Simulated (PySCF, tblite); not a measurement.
# C₆H₁₃S radical: geometry, infrared bands and EPR parameters

Aim: predict the infrared bands and EPR parameters of C₆H₁₃S radical (`CSCC[C](C)C`).

Programs: tblite 0.8.0 and PySCF 2.14.0, with density-fitted response routines of our own. Each step states its level of theory. These are calculated values for one molecule in the gas phase, unless marked as measured. Atoms are numbered from 0 throughout.

## Step 1: Starting geometry

20 atoms, charge 0, multiplicity 2; geometry from: force field or distance geometry start.

Bonds of the start (Å): C0–S1 1.81, S1–C2 1.81, C2–C3 1.53, C3–C4 1.50, C4–C5 1.50, C4–C6 1.48, C0–H7 1.10, C0–H8 1.09, C0–H9 1.09, C2–H10 1.10, C2–H11 1.10, C3–H12 1.11, C3–H13 1.10, C5–H14 1.09, C5–H15 1.10, C5–H16 1.09, C6–H17 1.10, C6–H18 1.10, C6–H19 1.10.

## Step 2: Geometry optimisation with GFN2-xTB

What the job is given:

```
{"job": {"kind": "relax", "xc": "GFN2-xTB", "basis": "xTB"}, "charge": 0, "multiplicity": 2}
C      3.251100     0.505600    -0.129600
S      2.321000     0.450400     1.420900
C      0.633100     0.606200     0.794600
C      0.143500    -0.646300     0.065700
C     -1.281300    -0.537000    -0.388200
C     -1.580800     0.220300    -1.651800
C     -2.389300    -0.778100     0.569800
H      2.980600     1.408100    -0.692000
H      4.318100     0.543400     0.091000
H      3.045100    -0.384700    -0.724500
H     -0.024400     0.815900     1.650300
H      0.570000     1.481800     0.135900
H      0.221700    -1.520000     0.750900
H      0.781500    -0.871400    -0.796400
H     -0.794800     0.071300    -2.393600
H     -1.648600     1.293800    -1.428500
H     -2.520500    -0.107300    -2.085300
H     -3.308800    -1.070700     0.049100
H     -2.590700     0.122800     1.167100
H     -2.131900    -1.593400     1.266100
```

The run is started by

```sh
$ OMP_NUM_THREADS=1 python probes_run.py task.json out
```

One launch serves the whole session: the jobs run in the order shown.

**Question.** This job is followed by: GFN2-xTB harmonic vibrations, gas phase; UKS B3LYP, pcH-1 on C H S, non-relativistic, mean-field spin-orbit, GIAO. What will the session give for the following? strongest single infrared mode (GFN2-xTB); zero-point energy (GFN2-xTB); g(iso) (B3LYP); ⟨S²⟩; largest a(iso) (averaged by class); potential on the surface of density 0.002 e/bohr³, 1st and 99th percentile.

The runs gave:

| quantity | value |
| --- | --- |
| strongest single infrared mode (GFN2-xTB) | 2997 cm⁻¹, 79 km/mol |
| zero-point energy (GFN2-xTB) | 107.6 kcal/mol |
| g(iso) (B3LYP) | 2.00288 |
| ⟨S²⟩ | 0.754 (exact 0.75) |
| largest a(iso) (averaged by class) | 13C on C4, 110.3 MHz |
| potential on the surface of density 0.002 e/bohr³, 1st and 99th percentile | -1.13 V and 0.80 V |

What this shows: The optimisation took 42 steps and gained 0.063 eV; among the close pairs (by a distance rule), C3–H12 changed most, from 1.113 to 1.092 Å. No mode is imaginary among the 54: a minimum at this level. The strongest single mode, at 2997 cm⁻¹, moves mainly H17 and H16. Unscaled tight-binding wavenumbers are off by several per cent, some by more. Its intensities can rank the bands wrongly. Most of the unpaired spin sits on C4 (0.96 e). The isotropic g lies 0.6 ppt above the free-electron value.
